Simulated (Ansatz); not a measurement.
# CH7BOSSi: up Jacob's ladder to CCSD(T)

One table from this session's results is given with a row withheld; the runs are named, their logs left out.

The runs use Ansatz 0.2.0, Gaussian basis; functionals in def2-TZVPP, the program's frozen cores in correlated methods.

The runs, in order: PBE-D4, r2SCAN-D4, PBE0-D4, B3LYP-D4, ωB97X-V, ωB97M-V, B2PLYP; CCSD(T)/def2-TZVPP; MP2/def2-QZVPP; extrapolation to the limit.

## The geometry

The geometry comes from an earlier relaxation with PBE0-D4 in a triple-zeta def2 set; it is a stationary point, not always the lowest conformer.

SMILES `[SiH3]BOCS`, 12 atoms, charge 0, spin multiplicity 1.

Atoms are counted from 1 here; the program's logs count them from 0.

Bond lengths: Si1–B2 2.023 Å, Si1–H6 1.491 Å, Si1–H7 1.488 Å, Si1–H8 1.492 Å, B2–O3 1.347 Å, B2–H9 1.207 Å, O3–C4 1.413 Å, C4–S5 1.798 Å, C4–H10 1.093 Å, C4–H11 1.089 Å, S5–H12 1.343 Å. Angles: B2–Si1–H6 109.6°, B2–Si1–H7 113.3°, B2–Si1–H8 109.8°, H6–Si1–H7 108.5°, H6–Si1–H8 107.0°, H7–Si1–H8 108.4°, Si1–B2–O3 119.2°, Si1–B2–H9 122.3°, O3–B2–H9 118.5°, B2–O3–C4 121.6°, O3–C4–S5 113.2°, O3–C4–H10 110.7°, O3–C4–H11 107.6°, S5–C4–H10 105.5°, S5–C4–H11 110.1°, H10–C4–H11 109.7°, C4–S5–H12 96.4°.

The first run:

File in.yaml:

```yaml
crystal:
  periodic: [false, false, false]
  atoms:
    - {symbol: Si, position_ang: [-1.658466, -0.793199, 1.579947]}
    - {symbol: B, position_ang: [0.081849, -0.453417, 0.605316]}
    - {symbol: O, position_ang: [0.047542, 0.008464, -0.659624]}
    - {symbol: C, position_ang: [1.231659, 0.292784, -1.376297]}
    - {symbol: S, position_ang: [1.678674, 2.034418, -1.344531]}
    - {symbol: H, position_ang: [-1.707299, 0.032720, 2.820615]}
    - {symbol: H, position_ang: [-2.862729, -0.485649, 0.761326]}
    - {symbol: H, position_ang: [-1.729627, -2.221604, 2.003339]}
    - {symbol: H, position_ang: [1.156367, -0.660300, 1.114210]}
    - {symbol: H, position_ang: [2.083895, -0.235679, -0.940918]}
    - {symbol: H, position_ang: [1.081519, -0.035495, -2.403709]}
    - {symbol: H, position_ang: [0.673617, 2.461757, -2.125674]}
basis:
  gaussian: {orbitals: def2-TZVPP}
hamiltonian: {xc: pbe, dispersion: d4}
output: {forces: true, orbitals: {seedname: orbitals}}
```

Started as:

```sh
ansatz run in.yaml --threads 4 --pin off --events-out ev --progress --plain --max-ram 10444MiB
```

Steps of the session up to this table: PBE-D4 (GGA); r2SCAN-D4 (meta-GGA); PBE0-D4 (hybrid); B3LYP-D4 (hybrid); ωB97X-V (range-separated); ωB97M-V (range-separated); B2PLYP (double hybrid); CCSD(T) in def2-TZVPP; MP2 in def2-QZVPP.

One of the session's tables, all rows but one given; the rest of the session is left out.

| method | atomisation energy (kJ/mol) |
| --- | --- |
| PBE-D4 | 4171.2 |
| r2SCAN-D4 | 4131.2 |
| PBE0-D4 | ? |
| B3LYP-D4 | 4116.4 |
| ωB97X-V | 4138.4 |
| ωB97M-V | 4132.7 |
| B2PLYP | 4065.5 |
| HF/def2-TZVPP | 3031.1 |
| MP2/def2-TZVPP | 4045.5 |
| CCSD/def2-TZVPP | 3947.5 |
| CCSD(T)/def2-TZVPP | 4004.6 |
| MP2/CBS | 4149.3 |
| CCSD(T)/CBS | 4108.4 |

Estimate the missing values for PBE0-D4.

As computed: atomisation energy (kJ/mol): 4109.5. In the column «atomisation energy (kJ/mol)» it lies between CCSD(T)/CBS (4108.4) and B3LYP-D4 (4116.4).
